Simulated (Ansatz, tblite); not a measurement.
# The cluster Be4O3+: a ladder of methods and basis sets

The task here is to estimate one member of a computed series from the others.

Method: as each input shows; program: Ansatz 0.2.0, Gaussian basis.

Levels to be run: GFN1-xTB, GFN2-xTB, PBE-D4/def2-TZVP, r2SCAN-D4/def2-TZVP, HSE06-D4/def2-TZVP, HF/def2-TZVP, revPBE-D4/def2-TZVP, PBE-D4/def2-SVP, PBE0-D4/def2-SVP, HF/STO-3G, CCSD(T)/def2-TZVPP, MP2/def2-TZVP.

2 further runs of the same task are left out: 2 set aside as unsound or not needed. Runs told in other sessions of the task aren't counted.

**The structure**

The doublet was relaxed beforehand with PBE0-D4/def2-SVP. At that level it is the lowest of the isomers that a small search found.

7 atoms, charge 1, spin multiplicity 2.

Bond lengths: Be1–O6 1.421 Å, Be1–O7 1.573 Å, Be2–O7 1.518 Å, Be3–O5 1.421 Å, Be3–O7 1.573 Å, Be4–O5 1.477 Å, Be4–O6 1.477 Å. Angles: O6–Be1–O7 137.9°, O5–Be3–O7 137.9°, O5–Be4–O6 132.7°, Be3–O5–Be4 106.9°, Be1–O6–Be4 106.9°, Be1–O7–Be2 131.1°, Be1–O7–Be3 97.8°, Be2–O7–Be3 131.1°.

The ion is computed in the gas phase, without counter-ions or solvent.

PBE0-D4/def2-TZVP was run before; its log isn't repeated, and its numbers join the tables.

The first run:

Tight binding, by tblite at 300 K electronic temperature and without a spin-polarisation term:

```python
tblite.interface.Calculator('GFN1-xTB', numbers, positions, charge=1, uhf=1).singlepoint()
```

Tight binding, by tblite at 300 K electronic temperature and without a spin-polarisation term:

```python
tblite.interface.Calculator('GFN2-xTB', numbers, positions, charge=1, uhf=1).singlepoint()
```

start.molden holds the orbitals of an earlier run on this state, given as this run's starting guess.

in.yaml reads:

```yaml
crystal:
  periodic: [false, false, false]
  atoms:
    - {symbol: Be, position_ang: [-0.857625, -0.835424, 0.060500]}
    - {symbol: Be, position_ang: [1.597155, -2.210433, 0.100210]}
    - {symbol: Be, position_ang: [1.064727, 0.548662, -0.047943]}
    - {symbol: Be, position_ang: [-1.068951, 1.479526, -0.066656]}
    - {symbol: O, position_ang: [0.374973, 1.789118, -0.106887]}
    - {symbol: O, position_ang: [-1.818968, 0.209485, 0.016658]}
    - {symbol: O, position_ang: [0.708698, -0.980924, 0.044118]}
basis:
  gaussian: {orbitals: def2-TZVP, initial_orbitals: start.molden}
total_charge: 1
magnetization: {spin_polarized: true, initial_magnetization: 1}
hamiltonian: {xc: pbe, dispersion: d4}
scf: {omitted_lower_state_checks: [starts]}
output: {forces: true, orbitals: {seedname: orbitals}}
```

Started as:

```sh
$ ansatz run in.yaml --threads 4 --pin off --events-out ev --progress --plain --max-ram 4787MiB
```

Steps of the session up to this table: PBE-D4/def2-TZVP; r2SCAN-D4/def2-TZVP; HSE06-D4/def2-TZVP; HF/def2-TZVP; revPBE-D4/def2-TZVP; PBE-D4/def2-SVP; PBE0-D4/def2-SVP; HF/STO-3G; CCSD(T)/def2-TZVPP; MP2/def2-TZVP.

One of the session's tables, all rows but one given; the rest of the session is left out.

```
              level  HOMO (eV)  LUMO (eV)  gap (eV)
          HF/STO-3G     -13.10      -1.69     11.41
       HF/def2-TZVP     -13.92      -4.56      9.36
    PBE-D4/def2-SVP     -10.22      -8.26      1.96
   PBE-D4/def2-TZVP     -10.23      -8.16      2.07
revPBE-D4/def2-TZVP     -10.20      -8.13      2.07
r2SCAN-D4/def2-TZVP     -10.44      -7.68      2.77
   PBE0-D4/def2-SVP     -11.21      -7.41      3.79
  PBE0-D4/def2-TZVP          ?          ?         ?
 HSE06-D4/def2-TZVP     -10.82      -7.67      3.15
```

Q: Estimate the row for PBE0-D4/def2-TZVP from the others.

**Answer.** HOMO (eV): -11.22; LUMO (eV): -7.31; gap (eV): 3.91. In the column «HOMO (eV)» it lies between HF/STO-3G (-13.10) and PBE0-D4/def2-SVP (-11.21).
